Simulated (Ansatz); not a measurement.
# BGe+ (triplet): wave-function methods side by side at distance Ge1–B2 = 2.606 Å, cc-pVDZ

How much of the correlation energy of BGe+ (triplet) does each wave-function method recover here?

Program: Ansatz 0.2.0, Gaussian basis. Level of theory: cc-pVDZ, core rule «outside noble gas», up to 15 orbitals frozen. These are calculated values, not measurements.

The runs, in order: UHF; CCSD(T) on ROHF; CCSD(T) on UHF; BCCD(T) on ROHF; CISD; CCSDT(Q) on ROHF; CCSDT(Q) on UHF; CASSCF and MRCISD+Q, 4 electrons in 4 orbitals; CASSCF and NEVPT2, 4 electrons in 4 orbitals; CASSCF and MRCISD+Q, 6 electrons in 8 orbitals; CASSCF and NEVPT2, 6 electrons in 8 orbitals; Full CI; Full CI in the symmetry of the determinant.

21 further runs of the same task are left out: 14 that didn't finish, 7 set aside as unsound or not needed.

### 1 The system

The geometry derives from a PBE0/def2-TZVP stationary point (not a proven minimum). One bond is set to the value named and the two fragments are kept rigid. No spin-orbit coupling is included. The filled d shell of Ge may be among the frozen orbitals whatever the setting's name suggests; the logs give the count.

2 atoms, charge 1, spin multiplicity 3.

Atoms are counted from 1 here; the program's logs count them from 0.

No contacts short enough for the rule that draws bonds.

### 2 UHF

The input, in.yaml:

```yaml
crystal:
  periodic: [false, false, false]
  atoms:
    - {symbol: Ge, position_ang: [0.000000, 0.000000, 0.000000]}
    - {symbol: B, position_ang: [0.000000, 0.000000, 2.606000]}
basis:
  gaussian: {orbitals: cc-pVDZ}
total_charge: 1
magnetization: {spin_polarized: true, initial_magnetization: 2}
hamiltonian: {xc: hf}
output: {orbitals: {seedname: orbitals}}
```

On the command line:

```console
$ ansatz run in.yaml --threads 1 --pin off --events-out ev --progress --plain --max-ram 2393MiB
```

After this run come: CCSD(T) on ROHF; CCSD(T) on UHF; BCCD(T) on ROHF; CISD; CCSDT(Q) on ROHF; CCSDT(Q) on UHF; CASSCF and MRCISD+Q, 4 electrons in 4 orbitals; CASSCF and NEVPT2, 4 electrons in 4 orbitals; CASSCF and MRCISD+Q, 6 electrons in 8 orbitals; CASSCF and NEVPT2, 6 electrons in 8 orbitals; Full CI; Full CI in the symmetry of the determinant.

Before running them: what should the planned runs give, taken together? Wanted: FCI below the RHF energy; RMP2 from FCI; UMP2 from FCI; RCCSD from FCI; RCCSD(T) from FCI; UCCSD(T) from FCI; RCCSDT(Q) from FCI; UCCSDT(Q) from FCI; NEVPT2 pair from FCI.

As calculated:

```
                         quantity                                                   value
         FCI below the RHF energy                                              -3.5373 eV
                    RMP2 from FCI                                             +1214.9 meV
                    UMP2 from FCI                                             +1212.3 meV
                   RCCSD from FCI                                              +165.3 meV
                RCCSD(T) from FCI                                               +55.8 meV
                UCCSD(T) from FCI                                               +49.6 meV
               RCCSDT(Q) from FCI                                                +0.4 meV
               UCCSDT(Q) from FCI                                                -4.7 meV
             NEVPT2 pair from FCI                                             +1112.2 meV
          NEVPT2 valence from FCI                                              +382.7 meV
        MRCISD+Q valence from FCI                                               -20.1 meV
levels within 1 kcal/mol (43 meV)  RCCSDT, UCCSDT, RCCSDT(Q), UCCSDT(Q), MRCISD+Q valence
                    T1 diagnostic                                                   0.060
   effectively unpaired electrons                                                    2.13
```

In words: RCCSD(T) misses by +55.8 meV, 1.6 % of the correlation energy. UCCSDT(Q), MRCISD+Q valence fall below full CI: unrestricted runs freeze a spin-polarised core, another one than full CI's, and coupled cluster isn't variational. The occupations are near whole numbers, but T1 = 0.060 shows that the orbitals relax strongly. Of the multireference levels listed MRCISD+Q valence comes nearest in total energy (-20.1 meV), which doesn't show that its space is the better one. These misses are within one basis, not against nature; the frozen cores of restricted and unrestricted runs differ, which can shift their rows.
